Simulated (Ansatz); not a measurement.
**Te: the crystal squeezed far**

Aim: compress Te (bcc type) step by step, far beyond the usual range, and follow pressure and electronic structure. Methods of the runs shown: PAW. Its runs: cell relaxed at zero pressure (PAW); volume scaled by 1 (PAW); volume scaled by 0.95 (PAW); volume scaled by 0.85 (PAW); volume scaled by 0.75 (PAW); volume scaled by 0.65 (PAW and PAW (cutoff 600 eV)); volume scaled by 0.55 (PAW); volume scaled by 0.45 (PAW); volume scaled by 0.4 (PAW and PAW (level accurate)).

Program: Ansatz 0.2.0. Level of theory: DFT PBEsol, with the methods named in each step. These are calculated values, not measurements.

**1. The structure to begin with**

The structure is cubic, space group Im-3m (No. 229). The conventional cell has a = 3.871 Å, b = 3.871 Å, c = 3.871 Å, α = 90.00°, β = 90.00°, γ = 90.00°. Te (site symmetry m-3m) is surrounded by 8 Te at 3.35 Å.

Coordinates:

```
CELL_PARAMETERS angstrom
-1.93544 1.93544 1.93544
1.93544 -1.93544 1.93544
1.93544 1.93544 -1.93544
ATOMIC_POSITIONS crystal
Te 0.00000 0.00000 0.00000
```

Whether this phase is the stable one at these pressures isn't tested.

**2. Cell relaxed at zero pressure, PAW**

Contents of input.yaml:

```yaml
crystal:
  lattice:
    - [-1.9354383203, 1.9354383203, 1.9354383203]
    - [1.9354383203, -1.9354383203, 1.9354383203]
    - [1.9354383203, 1.9354383203, -1.9354383203]
  atoms:
    - { symbol: Te, position: [0.0, 0.0, 0.0] }
kpoints:
  mp_grid: { grid: [15, 15, 15] }
scf:
  occupations: { method: fermi_dirac, width: 0.05 }
hamiltonian:
  xc: pbesol
  pseudopotentials: { kind: paw }
output:
  forces: true
  stress: true
  write_density: true
  write_potential: true
  elf: true
  volumetric_format: npy
relax:
  f_tol: 0.005
  max_steps: 40
  cell: {}
```

Started as:

```bash
> ansatz run input.yaml --threads 1 --pin off --max-ram 2048MiB --backend cpu --events-out ev --progress --plain --runs-dir out
```

After this run come: Volume scaled by 1, PAW; Volume scaled by 0.95, PAW; Volume scaled by 0.85, PAW; Volume scaled by 0.75, PAW; Volume scaled by 0.65, PAW; Volume scaled by 0.65, PAW (cutoff 600 eV); Volume scaled by 0.55, PAW; Volume scaled by 0.45, PAW; Volume scaled by 0.4, PAW; Volume scaled by 0.4, PAW (level accurate).

Q: Predict the outcome of this session. Wanted: PAW pressure at 0.4 of the volume; PAW; fitted bulk modulus at zero pressure.

As calculated:

```
                                          quantity      value
                 PAW pressure at 0.4 of the volume  478.2 GPa
PAW (level accurate) pressure at 0.4 of the volume  477.8 GPa
        fitted bulk modulus at zero pressure (PAW)     69 GPa
                           its pressure derivative       4.33
```

In words: By PAW the pressure climbs to 478 GPa at 0.4 of the first volume. A third-order Birch-Murnaghan curve fits the range only roughly (B₀ = 69 GPa, B′ = 4.33, misfit at most 2.84 GPa). A fit over so wide a range leans to the high pressures, so B₀ can be off by several per cent. No all-electron run checks these rows here, and frozen cores can fail under such compression. The ions are at rest, and the electrons smeared by 0.05 eV. Spin-orbit coupling is left out, though the cell holds Te; in elements this heavy it can shift bands and gaps by tenths of an eV.

At pressures up to 478 GPa the PAW spheres may overlap and frozen cores may not hold, so those PAW values are rough without an all-electron check.
